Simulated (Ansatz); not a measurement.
# GeSb4Te7: the cost of one run

Method: DFT PBEsol, scalar-relativistic, plane waves, PAW, in Ansatz 0.2.0.

### 1 The system as given

Symmetry: P-3m1, No. 164, trigonal system. Conventional cell: a = 4.289 Å, b = 4.289 Å, c = 24.638 Å, α = 90.00°, β = 90.00°, γ = 120.00°. Ge (site symmetry -3m) is surrounded by 6 Te at 3.00 Å. Around Sb (site symmetry 3m) lie 6 Te at 3.01 to 3.18 Å. Sb (site symmetry 3m) is surrounded by 6 Te at 3.00 to 3.19 Å. Te (site symmetry 3m) has 3 Sb at 3.01 Å as nearest neighbours. Around Te (site symmetry 3m) lie 3 Sb at 3.00 Å. Around Te (site symmetry 3m) lie 3 Ge at 3.00 Å and 3 Sb at 3.19 Å. Te (site symmetry -3m) has 6 Sb at 3.18 Å as nearest neighbours.

As a file:

```
Ge Sb Te
1.0
     4.28930    0.00000    0.00000
    -2.14465    3.71464    0.00000
     0.00000    0.00000   24.63778
Ge Sb Te
1 4 7
Cartesian
  0.0000 0.0000 12.3189
  2.1447 1.2382 22.6396
  0.0000 2.4764 8.6171
  0.0000 2.4764 1.9982
  2.1447 1.2382 16.0207
  0.0000 2.4764 20.9355
  2.1447 1.2382 3.7023
  0.0000 0.0000 17.7140
  2.1447 1.2382 10.6286
  0.0000 2.4764 14.0092
  0.0000 0.0000 0.0000
  0.0000 0.0000 6.9238
```

It goes back to an entry of the Materials Project.

### 2 Relaxing at 3.3 GPa

At a set pressure the run lowers the enthalpy E + PV, so the energy alone may rise along the way.

input.yaml

```yaml
crystal:
  lattice:
    - [4.2893002584, 0.0, 0.0]
    - [-2.1446501292, 3.7146429882, 0.0]
    - [0.0, 0.0, 24.63777845]
  atoms:
    - { symbol: Ge, position: [0.0, 0.0, 0.5] }
    - { symbol: Sb, position: [0.66666667, 0.33333333, 0.91889862] }
    - { symbol: Sb, position: [0.33333333, 0.66666667, 0.3497515] }
    - { symbol: Sb, position: [0.33333333, 0.66666667, 0.08110138] }
    - { symbol: Sb, position: [0.66666667, 0.33333333, 0.6502485] }
    - { symbol: Te, position: [0.33333333, 0.66666667, 0.84973187] }
    - { symbol: Te, position: [0.66666667, 0.33333333, 0.15026813] }
    - { symbol: Te, position: [0.0, 0.0, 0.71897829] }
    - { symbol: Te, position: [0.66666667, 0.33333333, 0.4313943] }
    - { symbol: Te, position: [0.33333333, 0.66666667, 0.5686057] }
    - { symbol: Te, position: [0.0, 0.0, 0.0] }
    - { symbol: Te, position: [0.0, 0.0, 0.28102171] }
basis:
  ecutwfc: 420
kpoints:
  mp_grid: { grid: [6, 6, 1] }
hamiltonian:
  xc: pbesol
scf:
  occupations: { method: gaussian, width: 0.1 }
output:
  forces: true
  stress: true
  eigenvalues: true
relax:
  adjacent_minimum: "off"
  f_tol: 0.05
  max_steps: 60
  cell: { stress_tol: 0.3, p_target: 3.3 }
```

Command:

```bash
$ ansatz run input.yaml --threads 8 --pin off --max-ram 22528MiB --backend cpu --events-out ev --progress --plain --runs-dir out
```

Q: Estimate wall time and peak memory on 8 threads of AMD EPYC 9R45 (Zen 5), shared host.

About 6.3 s, with a peak of 1.7 GiB.
